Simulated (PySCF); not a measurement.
# quartet C2H2FGe: levels of theory compared

Wanted: a comparison of 6 runs (UHF/STO-3G, UB3LYP/6-31G*, UB2PLYP/cc-pVDZ, UBLYP/cc-pVDZ, UPBE/cc-pVDZ, UPBE0/cc-pVDZ) of quartet C2H2FGe. The job is set up through a Python script.

Program for the calculation: PySCF 2.14.0.

2 further runs of the same task are left out: 2 set aside as unsound or not needed.

### 1 Starting point

C2H2FGe has 6 atoms, charge 0, and is taken as a quartet. As SMILES of the parent species, `C#[C][GeH][F]`. Geometry: relaxed at PBE0-D4/def2-TZVP. That shape belongs to the parent species and isn't relaxed for this state.

Bond lengths: C1–C2 1.208 Å, C2–Ge3 1.890 Å, Ge3–F4 1.742 Å, C1–H5 1.066 Å, Ge3–H6 1.546 Å. Angles: C1–C2–Ge3 172.4°, C2–Ge3–F4 106.6°, C2–C1–H5 178.7°, C2–Ge3–H6 112.0°, F4–Ge3–H6 106.4°.

### 2 The energy at UHF/STO-3G (run 1)

Contents of input.py:

```python
from pyscf import gto, scf

mol = gto.M(
    atom='''
C   -0.259200   0.074500  -1.769000
C    0.006200   0.034600  -0.591400
Ge   0.661100  -0.021100   1.180400
F   -0.021800  -1.442400   1.919600
H   -0.516900   0.107000  -2.803300
H    0.172500   1.183400   2.017600
''',
    max_memory=1860,
    verbose=3,
    spin=3,
    basis='sto-3g',
)

myscf = scf.UHF(mol)
myscf.conv_tol = 1e-10
myscf.kernel()
if not myscf.converged:
    myscf = myscf.newton().run(myscf.mo_coeff, myscf.mo_occ)

e_tot = myscf.e_tot
print('Final energy', e_tot)
```

Launch:

```sh
$ OMP_NUM_THREADS=1 python input.py
```

The log of the run:

```text
WARN: HOMO -0.062105520364393 >= LUMO -0.41544779310288

WARN: HOMO 0.0116114507980927 >= LUMO 0.0063770313109961

WARN: HOMO 0.0298594833742543 >= LUMO -0.0570464677373299

converged SCF energy = -2225.45401126303  <S^2> = 3.8151498  2S+1 = 4.0324433
Final energy -2225.45401126303
```

Run time: 0.71 s. Hardware: 1 thread of Arm Neoverse V2, shared host; peak memory 0.1 GiB.

### 3 A single-point energy at UB3LYP/6-31G(d) (spherical functions) (run 2)

Contents of run.py:

```python
from pyscf import gto, dft

system = gto.Mole()
system.atom = '''
C     -0.489817     0.140785    -3.342926
C      0.011716     0.065385    -1.117584
Ge     1.249298    -0.039873     2.230633
F     -0.041196    -2.725741     3.627518
H     -0.976799     0.202201    -5.297469
H      0.325978     2.236302     3.812711
'''
system.max_memory = 1860
system.unit = 'bohr'
system.verbose = 4
system.spin = 3
system.basis = '6-31g*'
system.charge = 0
system.build()

ks = dft.UKS(system)
ks.xc = 'b3lyp'
ks.conv_tol = 1e-10
ks.grids.level = 5
ks.kernel()
if not ks.converged:
    ks = ks.newton().run(ks.mo_coeff, ks.mo_occ)

e_tot = ks.e_tot
print('E = %.10f Eh' % e_tot)
```

Launch:

```sh
$ OMP_NUM_THREADS=1 python run.py
```

The log of the run:

```text
PySCF version 2.14.0

[... 67 lines left out ...]
[... the frontier-level lines of each cycle are left out ...]
[... 23 lines left out ...]
[... 23 lines left out ...]
[... 23 lines left out ...]
[... 23 lines left out ...]
[... 1 line left out ...]
cycle= 19 E= -2253.74173956858  delta_E= -1.26e-10  |g|= 6.9e-06  |ddm|= 3.44e-05


cycle= 20 E= -2253.74173956863  delta_E= -5.78e-11  |g|= 2.33e-06  |ddm|= 1.75e-05


Extra cycle  E= -2253.74173956864  delta_E= -8.64e-12  |g|= 2.48e-06  |ddm|= 7.13e-06
converged SCF energy = -2253.74173956864  <S^2> = 3.7572565  2S+1 = 4.0036266
E = -2253.7417395686 Eh
```

It took 46 s on 1 thread of Arm Neoverse V2, shared host; peak memory 0.42 GiB.

Runs 3 to 5 aren't shown in full; the table further down has their settings and results.

### 4 A single-point energy at UPBE0/cc-pVDZ (run 6)

Contents of input.py:

```python
from pyscf import gto, dft

mol = gto.M(
    atom=[
    ('C', (-0.259200, 0.074500, -1.769000)),
    ('C', (0.006200, 0.034600, -0.591400)),
    ('Ge', (0.661100, -0.021100, 1.180400)),
    ('F', (-0.021800, -1.442400, 1.919600)),
    ('H', (-0.516900, 0.107000, -2.803300)),
    ('H', (0.172500, 1.183400, 2.017600)),
],
    charge=0,
    max_memory=1860,
    spin=3,
    verbose=4,
    basis='cc-pvdz',
)

calc0 = dft.UKS(mol, xc='pbe0')
calc0.grids.level = 5
calc0.conv_tol = 1e-10
calc0.kernel()
if not calc0.converged:
    calc0 = calc0.newton().run(calc0.mo_coeff, calc0.mo_occ)

etot = calc0.e_tot
print(f'total energy: {etot:.8f} hartree')
```

Launch:

```sh
$ OMP_NUM_THREADS=1 python input.py
```

The log of the run:

```text
PySCF version 2.14.0

[... 66 lines left out ...]
[... the frontier-level lines of each cycle are left out ...]
[... 23 lines left out ...]
[... 23 lines left out ...]
[... 23 lines left out ...]
[... 23 lines left out ...]
[... 1 line left out ...]
cycle= 19 E= -2253.51411768256  delta_E= -2.72e-10  |g|= 5.99e-06  |ddm|= 6.17e-05


cycle= 20 E= -2253.51411768265  delta_E= -9.37e-11  |g|= 2.66e-06  |ddm|= 2.32e-05


Extra cycle  E= -2253.51411768266  delta_E= -1.14e-11  |g|= 2.2e-06  |ddm|= 6.82e-06
converged SCF energy = -2253.51411768266  <S^2> = 3.7592409  2S+1 = 4.0046178
total energy: -2253.51411768 hartree
```

Run time: 47 s. Hardware: 1 thread of Arm Neoverse V2, shared host; peak memory 0.43 GiB.

### 5 All runs side by side

| run | level | integration grid | frozen core orbitals | energy (Eh) | dipole moment (D) | HOMO energy (eV) | ⟨S²⟩ | wall time |
| --- | --- | --- | --- | --- | --- | --- | --- | --- |
| 1 | UHF/STO-3G | – | – | -2225.454011 | 1.51 | -3.33 | 3.815 | 0.71 s |
| 2 | UB3LYP/6-31G* (spherical functions) | 5 | – | -2253.741740 | 3.04 | -3.24 | 3.757 | 46 s |
| 3 | UB2PLYP/cc-pVDZ | 5 | 12 | -2253.392480 | 2.98 | -4.57 | 3.765 | 52 s |
| 4 | UBLYP/cc-pVDZ | 5 | – | -2253.980781 | 2.70 | -2.33 | 3.755 | 40 s |
| 5 | UPBE/cc-pVDZ | 5 | – | -2253.451852 | 2.71 | -2.61 | 3.756 | 39 s |
| 6 | UPBE0/cc-pVDZ | 5 | – | -2253.514118 | 2.88 | -3.71 | 3.759 | 47 s |

### 6 What came out

| quantity | value |
| --- | --- |
| run 6: total energy | -2253.51412 Eh |
| run 6: dipole moment | 2.88 D |
| run 6: HOMO energy (highest over α and β) | -3.71 eV |
| run 6: ⟨S²⟩ | 3.759 |

**Reading.** The dipole moment (its size) runs from 1.51 D (UHF/STO-3G) to 3.04 D (UB3LYP/6-31G*). The two ends differ in method and basis. Totals of different functionals can't be ranked against each other. In run 1 the basis is minimal, so the values are rough. All runs together took 3.7 min, the longest 52 s.
